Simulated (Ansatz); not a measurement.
**AgB2 (P6/mmm): zero-pressure volume and bulk modulus with revPBE**

One table from this session's results is given with a row withheld; the runs are named, their logs left out.

Computed with Ansatz 0.2.0 (DFT revPBE, scalar-relativistic, plane waves, PAW, unless a step's input says otherwise).

1 further run of the same task is left out (set aside as unsound or not needed). Runs told in other sessions of the task aren't counted.

## The structure to begin with

Symmetry: P6/mmm, No. 191, hexagonal system. Conventional cell: a = 2.844 Å, b = 2.844 Å, c = 3.605 Å, α = 90.00°, β = 90.00°, γ = 120.00°. Ag (site symmetry 6/mmm) has 12 B at 2.44 Å in its first shell of neighbours. B (site symmetry -6m2) has 3 B at 1.64 Å and 6 Ag at 2.44 Å in its first shell of neighbours.

Structure file:

```xyz
3
Lattice="2.8443 0.0000 0.0000 -1.4221 2.4632 0.0000 0.0000 0.0000 3.6045" Properties=species:S:1:pos:R:3 pbc="T T T"
Ag    0.0000    0.0000    0.0000
B     0.0000    1.6421    1.8023
B     1.4221    0.8211    1.8023
```

At PBE, an earlier run found 58.68 GPa for this cell of 8.418 Å³/atom (10×10×8 mesh), metallic. The cell is compressed at this level.

The first run:

The input, input.yaml:

```yaml
crystal:
  lattice:
    - [2.8442575057, 0.0, 0.0]
    - [-1.4221287528, 2.4631992548, 0.0]
    - [0.0, 0.0, 3.6045386006]
  atoms:
    - { symbol: Ag, position: [0.0, 0.0, 0.0] }
    - { symbol: B, position: [0.3333333333, 0.6666666667, 0.5] }
    - { symbol: B, position: [0.6666666667, 0.3333333333, 0.5] }
basis:
  ecutwfc: 420
  ecutrho_ratio: 4
kpoints:
  mp_grid: { grid: [10, 10, 8] }
hamiltonian:
  xc: revpbe
scf:
  occupations: { method: gaussian, width: 0.05 }
output:
  forces: true
  stress: true
  eigenvalues: true
relax:
  f_tol: 0.02
  max_steps: 40
  cell: { stress_tol: 0.2, fix: [volume] }
```

The run is started by

```bash
> ansatz run input.yaml --threads 4 --pin off --max-ram 8192MiB --backend cpu --events-out ev --progress --plain --runs-dir out
```

Among the steps run: At the given cell; Stepping to 9.428 Å³/atom; Stepping to 10.559 Å³/atom; Stepping to 10.971 Å³/atom; Stepping to 10.948 Å³/atom; Volume × 0.98 of the new zero; Volume × 1.02 of the new zero; Volume × 0.96 of the new zero; Volume × 1.04 of the new zero.

One table of the session follows, with a row left open; its other results are not shown here.

It belongs to the step «Energy and pressure against volume». 

```
volume (Å³/atom)  energy (meV/atom)  pressure (GPa)
          10.510               8.04            5.92
          10.729               2.01            2.85
          10.948               0.00            0.08
          11.167                  ?               ?
          11.386               6.34           -4.56
```

Q: Estimate the row for volume (Å³/atom) = 11.167 from the others.

Worked estimate for «energy (meV/atom)». A straight line through the neighbours (10.948, 0.00) and (11.386, 6.34) gives 0.00 + (6.34 − 0.00) × (11.167 − 10.948) / (11.386 − 10.948) = 3.17; a parabola fitted to 3 rows on both sides gives 1.44.

The run gave: energy (meV/atom): 1.56; pressure (GPa): -2.37. In «energy (meV/atom)» the line misses by +1.61 and the parabola by -0.12.
